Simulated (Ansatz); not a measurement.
**BSiGeH (triplet): from Hartree-Fock to the top rungs, cc-pVTZ**

One table from this session's results is given with a row withheld; the runs are named, their logs left out.

Method: cc-pVTZ, core rule «outside noble gas», up to 20 orbitals frozen; program: Ansatz 0.2.0, Gaussian basis.

The runs, in order: UHF; CCSD(T) on ROHF; CCSD(T) on UHF; BCCD(T) on ROHF; CCSDT(Q) on ROHF; CCSDT(Q) on UHF.

4 further runs of the same task are left out: 4 set aside as unsound or not needed.

**The system**

The geometry is a PBE0/def2-TZVP stationary point (not a proven minimum) of the parent state, kept for this charge and spin. No spin-orbit coupling is included. The filled d shell of Ge may be among the frozen orbitals whatever the setting's name suggests; the logs give the count.

4 atoms, charge 0, spin multiplicity 3.

Atoms are counted from 1 here; the program's logs count them from 0.

Bond lengths: B1–Si2 1.908 Å, B1–Ge3 1.873 Å, B1–H4 1.243 Å, Si2–Ge3 2.637 Å. Angles: Si2–B1–Ge3 88.4°, Si2–B1–H4 67.9°, Ge3–B1–H4 156.3°, B1–Si2–Ge3 45.2°, B1–Ge3–Si2 46.3°.

Set-up of the first run:

File in.yaml:

```yaml
crystal:
  periodic: [false, false, false]
  atoms:
    - {symbol: B, position_ang: [0.000000, -1.158013, 0.599059]}
    - {symbol: Si, position_ang: [0.000000, 0.315922, 1.811071]}
    - {symbol: Ge, position_ang: [0.000000, 0.071402, -0.814172]}
    - {symbol: H, position_ang: [0.000000, -1.528086, 1.786054]}
basis:
  gaussian: {orbitals: cc-pVTZ}
magnetization: {spin_polarized: true, initial_magnetization: 2}
hamiltonian: {xc: hf}
output: {orbitals: {seedname: orbitals}}
```

Run with:

```
ansatz run in.yaml --threads 1 --pin off --events-out ev --progress --plain --max-ram 4096MiB --backend cpu
```

Among the steps run: UHF; CCSD(T) on ROHF; CCSD(T) on UHF; BCCD(T) on ROHF; CCSDT(Q) on ROHF; CCSDT(Q) on UHF.

One table of the session follows, with a row left open; its other results are not shown here.

```
   method  from RCCSDT(Q) (meV)
     ROHF                     ?
      UHF               +9253.7
     RMP2               +1386.9
     UMP2               +1520.1
    RCCSD                +753.8
    UCCSD                +742.9
 RCCSD(T)                +102.5
 UCCSD(T)                +108.4
  BCCD(T)                 +96.8
   RCCSDT                 +67.8
   UCCSDT                 +64.2
RCCSDT(Q)                     0
UCCSDT(Q)                  -6.2
```

Estimate the missing values for ROHF.

**Answer.** from RCCSDT(Q) (meV): +9503.4. In the column «from RCCSDT(Q) (meV)» it is the highest.

To keep in mind: Restricted and unrestricted rows rest on different reference determinants; where their highest levels disagree by more than a few hundredths of an eV, they describe different states and don't form one ladder.
